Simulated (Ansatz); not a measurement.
# CH₇F₂NSi₂: a ladder of functionals and wavefunction methods

How much do the methods differ for CH₇F₂NSi₂? The plan is to run it at one geometry with functionals of several rungs and with coupled cluster. The yardstick is the atomisation energy at the CCSD(T) limit.

Program: Ansatz 0.2.0, Gaussian basis. Level of theory: functionals in def2-TZVPP, the program's frozen cores in correlated methods. These are calculated values, not measurements.

Plan: PBE-D4, r2SCAN-D4, PBE0-D4, B3LYP-D4, ωB97X-V, ωB97M-V, B2PLYP; CCSD(T)/def2-TZVPP; MP2/def2-QZVPP; extrapolation to the limit.

### 1 Structure used throughout

An earlier PBE0-D4 in a triple-zeta def2 set relaxation fixed the geometry.

SMILES `CN([SiH2]F)[SiH2]F`, 13 atoms, charge 0, spin multiplicity 1.

Atoms are counted from 1 here; the program's logs count them from 0.

Bond lengths: C1–N2 1.469 Å, C1–H7 1.093 Å, C1–H8 1.094 Å, C1–H9 1.093 Å, N2–Si3 1.711 Å, N2–Si5 1.714 Å, Si3–F4 1.601 Å, Si3–H10 1.478 Å, Si3–H11 1.481 Å, Si5–F6 1.600 Å, Si5–H12 1.478 Å, Si5–H13 1.481 Å. Angles: N2–C1–H7 110.5°, N2–C1–H8 111.6°, N2–C1–H9 111.0°, H7–C1–H8 107.9°, H7–C1–H9 107.1°, H8–C1–H9 108.5°, C1–N2–Si3 118.5°, C1–N2–Si5 117.4°, Si3–N2–Si5 124.0°, N2–Si3–F4 111.8°, N2–Si3–H10 108.8°, N2–Si3–H11 109.3°, F4–Si3–H10 107.5°, F4–Si3–H11 105.5°, H10–Si3–H11 113.9°, N2–Si5–F6 110.6°, N2–Si5–H12 108.8°, N2–Si5–H13 110.3° and more.

Geometry (Å):

| atom | x (Å) | y (Å) | z (Å) |
| --- | --- | --- | --- |
| C1 | -0.82298 | 0.80218 | -1.00013 |
| N2 | -0.01037 | 0.03859 | -0.04310 |
| Si3 | 0.88830 | -1.29901 | -0.61824 |
| F4 | -0.04462 | -2.57264 | -0.88532 |
| Si5 | -0.07727 | 0.51081 | 1.60327 |
| F6 | 0.69373 | 1.89575 | 1.82395 |
| H7 | -0.49296 | 0.60639 | -2.02343 |
| H8 | -1.88162 | 0.53695 | -0.93110 |
| H9 | -0.72304 | 1.87703 | -0.82966 |
| H10 | 1.88048 | -1.68305 | 0.40706 |
| H11 | 1.48189 | -0.96167 | -1.93208 |
| H12 | 0.58618 | -0.52492 | 2.42188 |
| H13 | -1.47769 | 0.77360 | 2.00690 |

### 2 PBE-D4 (GGA)

in.yaml

```yaml
crystal:
  periodic: [false, false, false]
  atoms:
    - {symbol: C, position_ang: [-0.822976, 0.802179, -1.000130]}
    - {symbol: N, position_ang: [-0.010370, 0.038586, -0.043098]}
    - {symbol: Si, position_ang: [0.888301, -1.299010, -0.618243]}
    - {symbol: F, position_ang: [-0.044624, -2.572644, -0.885318]}
    - {symbol: Si, position_ang: [-0.077271, 0.510811, 1.603271]}
    - {symbol: F, position_ang: [0.693726, 1.895745, 1.823954]}
    - {symbol: H, position_ang: [-0.492965, 0.606393, -2.023426]}
    - {symbol: H, position_ang: [-1.881622, 0.536946, -0.931097]}
    - {symbol: H, position_ang: [-0.723039, 1.877034, -0.829659]}
    - {symbol: H, position_ang: [1.880476, -1.683054, 0.407057]}
    - {symbol: H, position_ang: [1.481887, -0.961667, -1.932081]}
    - {symbol: H, position_ang: [0.586175, -0.524916, 2.421884]}
    - {symbol: H, position_ang: [-1.477688, 0.773597, 2.006895]}
basis:
  gaussian: {orbitals: def2-TZVPP}
hamiltonian: {xc: pbe, dispersion: d4}
output: {forces: true, orbitals: {seedname: orbitals}}
```

Command:

```bash
> ansatz run in.yaml --threads 2 --pin off --events-out ev --progress --plain --max-ram 22528MiB --backend cuda --devices 0, --max-vram 18GiB
```

After this run come: r2SCAN-D4 (meta-GGA); PBE0-D4 (hybrid); B3LYP-D4 (hybrid); ωB97X-V (range-separated); ωB97M-V (range-separated); B2PLYP (double hybrid); CCSD(T) in def2-TZVPP; MP2 in def2-QZVPP.

Before running them: what should the planned runs give, taken together? Wanted: atomisation energy, CCSD(T)/CBS; farthest; mean size of error, hybrid; mean size of error, range-separated; gap, smallest and largest; T1 diagnostic; triples share of the correlation energy.

As calculated:

```
                               quantity                                 value
        atomisation energy, CCSD(T)/CBS                         4835.7 kJ/mol
 functionals within 24.2 kJ/mol (0.5 %)              PBE-D4, ωB97X-V, ωB97M-V
                               farthest                 B2PLYP (-68.7 kJ/mol)
             mean size of error, hybrid                           45.3 kJ/mol
    mean size of error, range-separated                            5.7 kJ/mol
              gap, smallest and largest  6.25 eV (PBE-D4), 12.88 eV (ωB97X-V)
                          T1 diagnostic                                0.0116
triples share of the correlation energy                                 3.2 %
```

PBE-D4 is off by +3.5 kJ/mol. Double hybrids carry the basis error of their MP2 part in triple zeta, and no dispersion term here, so their miss is partly the set-up's. The reference freezes the cores and leaves out relativity and excitations past (T), so misses under about 24.2 kJ/mol can't be ranked. Hartree-Fock recovers 74 % of the binding; the rest is correlation. The gap grows from 6.2 to 12.9 eV across the functionals, mostly with the share of exact exchange.
